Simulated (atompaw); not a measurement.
# A PAW (atompaw) potential for In, from input to tests

Task: generate the file, and judge it by its logarithmic derivatives, its ghosts and its cutoff.

Program: atompaw 4.2.0.5. Reference atom: PBE, scalar-relativistic, spherical and spin-unpolarised. All values are calculated.

### 1 The atom and the settings

The settings as typed:

| Item | Value |
| --- | --- |
| element | indium (In, Z = 49) |
| type | PAW |
| frozen core | [Kr] |
| valence charge | 13 |
| reference configuration | 4d10 5s2 5p1 |
| partial waves | 5s (bound): rc 1.75 bohr; 5s channel at 0.05 Ry: rc 1.75 bohr; 5p (bound): rc 2.25 bohr; 5p channel at 0.2 Ry: rc 2.25 bohr; 4d (bound): rc 1.85 bohr; 4d channel at 2.2 Ry: rc 1.85 bohr |
| local potential | troulliermartins scheme with l = 3 at 0 Ry, radius 2.10 bohr |
| core correction | smooth core density matched at 1.45 bohr |
| augmentation charge | sinc compensation charge, radius 1.65 bohr; PAW radius 2.25 bohr; waves and projectors: custom polynom2 7 10 vanderbiltortho |

### 2 The generation run

Input file In.input:

```
In 49
GGA-PBE scalarrelativistic loggrid 1500 logderivrange -3 5 201
5 5 4 0 0 0
5 1 1
0 0 0
c
c
c
c
v
c
c
c
v
c
v
2
2.25 1.65 2.10 1.45
y
0.05
n
y
0.2
n
y
2.2
n
custom polynom2 7 10 vanderbiltortho sinc
3 0 troulliermartins
1.75
1.75
2.25
2.25
1.85
1.85
PWSCFOUT
UPFDX 0.0125d0 UPFXMIN -7.d0 UPFZMESH 49.d0
END
```

Launch:

```
$ atompaw < In.input > In.log
```

Before running it: what results should come out? Wanted: cutoffs for 10 and 1 mRy, occupied levels; bound ghosts; largest phase difference near zero energy, channels read; lowest eigenvalue of the overlap; share of valence orbitals outside the PAW sphere; UPF file.

The runs gave:

```
                                                quantity                            value
               cutoffs for 10 and 1 mRy, occupied levels                 25 Ry and 160 Ry
                                            bound ghosts  s at -135.90 eV, p at -65.63 eV
largest phase difference near zero energy, channels read                        0.001 rad
         lowest eigenvalue of the overlap (Bessel basis)                        0.439 (p)
        share of valence orbitals outside the PAW sphere         5s 60 %, 5p 85 %, 4d 4 %
                                                UPF file                          written
```

What this shows: A bound ghost (s, p) makes it unfit for use: electrons can fall into a state that the atom doesn't have. By its cutoff, 25 Ry for the looser tolerance, it is soft on the atom at that tolerance. The tighter tolerance needs 160 Ry, and converged work needs a cutoff nearer that. The slowest occupied level is 4d: taken alone it needs 25 Ry to come within 1 mRy, against 18 Ry for 5s. Near zero energy the phases of the channels with partial waves agree within 0.001 rad. All of this concerns the isolated atom, not yet a solid.
